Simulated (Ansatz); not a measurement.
# ClH₃S₂Si: how energies converge with the basis set

One table from this session's results is given with a row withheld; the runs are named, their logs left out.

Method: one geometry, several basis sets; program: Ansatz 0.2.0, Gaussian basis.

Plan: PBE0-D4/def2-SVP; ωB97M-V/def2-SVP; PBE0-D4/def2-QZVPP; ωB97M-V/def2-QZVPP; the functionals' def2-TZVPP values are taken from earlier runs.

**Structure used throughout**

The geometry comes from an earlier relaxation with PBE0-D4 in a triple-zeta def2 set; it is a stationary point, not always the lowest conformer.

SMILES `S[SiH](S)Cl`, 7 atoms, charge 0, spin multiplicity 1.

Atoms are counted from 1 here; the program's logs count them from 0.

Bond lengths: S1–Si2 2.118 Å, S1–H5 1.345 Å, Si2–S3 2.119 Å, Si2–Cl4 2.055 Å, Si2–H6 1.478 Å, S3–H7 1.344 Å. Angles: Si2–S1–H5 93.3°, S1–Si2–S3 103.9°, S1–Si2–Cl4 113.8°, S1–Si2–H6 110.0°, S3–Si2–Cl4 109.9°, S3–Si2–H6 114.3°, Cl4–Si2–H6 105.2°, Si2–S3–H7 93.6°.

The first run:

in.yaml reads:

```yaml
crystal:
  periodic: [false, false, false]
  atoms:
    - {symbol: S, position_ang: [-0.763720, 1.049611, -1.542156]}
    - {symbol: Si, position_ang: [-0.061273, 0.011360, 0.164934]}
    - {symbol: S, position_ang: [1.915165, -0.547663, -0.357195]}
    - {symbol: Cl, position_ang: [-1.162454, -1.660207, 0.629244]}
    - {symbol: H, position_ang: [-1.674499, 1.745612, -0.839407]}
    - {symbol: H, position_ang: [-0.152570, 0.879387, 1.357082]}
    - {symbol: H, position_ang: [1.960651, -1.545999, 0.541898]}
basis:
  gaussian: {orbitals: def2-SVP}
hamiltonian: {xc: pbe0, dispersion: d4}
output: {orbitals: {seedname: orbitals}}
```

On the command line:

```
> ansatz run in.yaml --threads 2 --pin off --events-out ev --progress --plain --max-ram 4352MiB
```

Steps of the session up to this table: PBE0-D4 in def2-SVP; ωB97M-V in def2-SVP; PBE0-D4 in def2-QZVPP; ωB97M-V in def2-QZVPP.

One table of the session follows, with a row left open; its other results are not shown here.

It belongs to the step «Density functionals: the series». 

```
functional       basis  HOMO (eV)  LUMO (eV)
   PBE0-D4    def2-SVP      -7.80       0.08
   PBE0-D4  def2-TZVPP      -7.92      -0.38
   PBE0-D4  def2-QZVPP      -7.95      -0.53
   ωB97M-V    def2-SVP      -9.94       2.12
   ωB97M-V  def2-TZVPP          ?          ?
   ωB97M-V  def2-QZVPP     -10.15       1.21
```

**Question.** Estimate the row for ωB97M-V, def2-TZVPP.

The run gave: HOMO (eV): -10.10; LUMO (eV): 1.55. In the column «HOMO (eV)» it lies between ωB97M-V, def2-QZVPP (-10.15) and ωB97M-V, def2-SVP (-9.94).
